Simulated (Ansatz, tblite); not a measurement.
**The cluster Cu3F3: rung by rung**

One table from this session's results is given with a row withheld; the runs are named, their logs left out.

Program: Ansatz 0.2.0, Gaussian basis. Level of theory: as each input shows. These are calculated values, not measurements.

Plan: GFN1-xTB, GFN2-xTB, PBE-D4/def2-TZVP, r2SCAN-D4/def2-TZVP, HSE06-D4/def2-TZVP, LDA/def2-TZVP, PBE+10HF/def2-SVP, PBE+15HF/def2-SVP, PBE+40HF/def2-SVP, PBE-D4/def2-SVP, PBE0-D4/def2-SVP, HF/6-31G, B3LYP-D4/6-31G, PBE0-D4/def2-TZVPD, PBE-D4/def2-TZVPD, r2SCAN-D4/def2-TZVPD, CCSD(T)/def2-SVP, MP2/def2-TZVP, RPA/def2-TZVP.

2 further runs of the same task are left out: 2 set aside as unsound or not needed. Runs told in other sessions of the task aren't counted.

## The relaxed structure

The geometry is that of the singlet, from an earlier relaxation (r2SCAN-D4/def2-SVP). At that level it is the lowest of the isomers that a small search found.

6 atoms, charge 0, spin multiplicity 1.

Bond lengths: Cu1–F5 1.883 Å, Cu1–F6 1.883 Å, Cu2–F4 1.883 Å, Cu2–F6 1.884 Å, Cu3–F4 1.883 Å, Cu3–F5 1.886 Å. Angles: F5–Cu1–F6 160.5°, F4–Cu2–F6 160.3°, F4–Cu3–F5 160.4°, Cu2–F4–Cu3 79.6°, Cu1–F5–Cu3 79.6°, Cu1–F6–Cu2 79.6°.

As a file:

```mol
Cu3F3
  3D, bonds by distance, orders not assigned

  6  6  0  0  0  0  0  0  0  0999 V2000
   -1.0103   -0.1361    0.9479 Cu  0  0
   -0.1573    0.8856   -1.0637 Cu  0  0
    1.1687   -0.7489    0.1146 Cu  0  0
    1.5553    0.2092   -1.4601 F   0  0
    0.2405   -1.3642    1.6362 F   0  0
   -1.7969    1.1544   -0.1749 F   0  0
  1  5  8  0
  1  6  8  0
  2  4  8  0
  2  6  8  0
  3  4  8  0
  3  5  8  0
M  END
```

No spin-orbit coupling is included.

PBE0-D4/def2-TZVP was run before; its log isn't repeated, and its numbers join the tables.

The first run:

Tight binding, by tblite at 300 K electronic temperature and without a spin-polarisation term:

```python
tblite.interface.Calculator('GFN1-xTB', numbers, positions, charge=0, uhf=0).singlepoint()
```

Tight binding, by tblite at 300 K electronic temperature and without a spin-polarisation term:

```python
tblite.interface.Calculator('GFN2-xTB', numbers, positions, charge=0, uhf=0).singlepoint()
```

start.molden holds the orbitals of an earlier run on this state, given as this run's starting guess.

The input, in.yaml:

```yaml
crystal:
  periodic: [false, false, false]
  atoms:
    - {symbol: Cu, position_ang: [-1.010329, -0.136063, 0.947889]}
    - {symbol: Cu, position_ang: [-0.157271, 0.885556, -1.063691]}
    - {symbol: Cu, position_ang: [1.168658, -0.748918, 0.114623]}
    - {symbol: F, position_ang: [1.555321, 0.209233, -1.460124]}
    - {symbol: F, position_ang: [0.240514, -1.364191, 1.636171]}
    - {symbol: F, position_ang: [-1.796892, 1.154373, -0.174858]}
basis:
  gaussian: {orbitals: def2-TZVP, initial_orbitals: start.molden}
hamiltonian: {xc: pbe, dispersion: d4}
scf: {omitted_lower_state_checks: [starts]}
output: {orbitals: {seedname: orbitals}}
```

On the command line:

```
ansatz run in.yaml --threads 4 --pin off --events-out ev --progress --plain --max-ram 4787MiB
```

Steps of the session up to this table: PBE-D4/def2-TZVP; r2SCAN-D4/def2-TZVP; HSE06-D4/def2-TZVP; LDA/def2-TZVP; PBE+10HF/def2-SVP; PBE+15HF/def2-SVP; PBE+40HF/def2-SVP; PBE-D4/def2-SVP; PBE0-D4/def2-SVP; HF/6-31G; B3LYP-D4/6-31G; PBE0-D4/def2-TZVPD; PBE-D4/def2-TZVPD; r2SCAN-D4/def2-TZVPD; CCSD(T)/def2-SVP; MP2/def2-TZVP; RPA/def2-TZVP.

One table of the session follows, with a row left open; its other results are not shown here.

It belongs to the step «Levels side by side». 

```
               level  HOMO (eV)  gap (eV)
            HF/6-31G     -10.32     11.92
       LDA/def2-TZVP      -6.03      2.56
     PBE-D4/def2-SVP      -5.09      2.49
    PBE-D4/def2-TZVP      -5.66      2.54
   PBE-D4/def2-TZVPD      -5.64      2.52
 r2SCAN-D4/def2-TZVP          ?         ?
r2SCAN-D4/def2-TZVPD      -5.67      2.84
      B3LYP-D4/6-31G      -5.94      4.02
    PBE0-D4/def2-SVP      -6.71      5.14
   PBE0-D4/def2-TZVP      -7.18      5.19
  PBE0-D4/def2-TZVPD      -7.14      5.15
  HSE06-D4/def2-TZVP      -6.76      4.40
   PBE+10HF/def2-SVP      -5.72      3.54
   PBE+15HF/def2-SVP      -6.05      4.07
   PBE+40HF/def2-SVP      -7.76      6.76
```

Q: Estimate the row for r2SCAN-D4/def2-TZVP from the others.

**Answer.** HOMO (eV): -5.71; gap (eV): 2.86. In the column «HOMO (eV)» it lies between PBE+10HF/def2-SVP (-5.72) and r2SCAN-D4/def2-TZVPD (-5.67).
